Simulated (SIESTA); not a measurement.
## BiTe under changes of volume

One of the cells (34.399 Å³/atom); the others are scaled copies at fixed shape and fractional positions:

```xyz
2
Lattice="2.4388 1.4080 3.3393 -2.4388 1.4080 3.3393 0.0000 -2.8160 3.3393" Properties=species:S:1:pos:R:3 pbc="T T T"
Bi    0.0000    0.0000    5.0089
Te    0.0000    0.0000    0.0000
```

The cell comes from a database or a generator and needn't be the stable form of this composition.

* Program: SIESTA 5.4.2
* Functional: PBEsol
* Potentials or basis: PseudoDojo 0.4 standard (PBEsol files)
* Basis: DZP (energy shift 0.003 Ry; two zetas on semicore shells)
* Grid cutoff: 500 Ry
* Energy shift: 0.003 Ry
* k mesh: 7 × 7 × 7
* Occupations: fermi-dirac, width 0.05 eV
* Spin: no spin polarisation

```csv
volume (Å³/atom),energy over the lowest point (meV/atom),pressure (GPa)
31.701,5.49,1.9
32.376,0.25,0.6
33.050,0.00,-0.5
34.399,?,?
35.074,23.74,-3.2
35.748,38.53,-3.8
```

**Question.** What does the run at 34.399 Å³/atom give?

**Answer.** Energy over the lowest point 12.09 meV/atom; pressure -2.3 GPa.

Worked out: A Birch-Murnaghan fit of order 3 (a polynomial in V^(-2/3)) to the other rows has its minimum at 32.75 Å³/atom with B0 = V·E''(V) = 53 GPa and B' = 4.3 at fixed shape and positions, which overstates the stiffness. It gives 12.14 meV/atom at 34.399 Å³/atom, against the run's 12.09, and -dE/dV = -2.3 GPa, against -2.3.

Energies are extrapolated to zero smearing.

Caveats: the basis of atomic orbitals isn't converged, which shifts pressures, moduli and gaps.
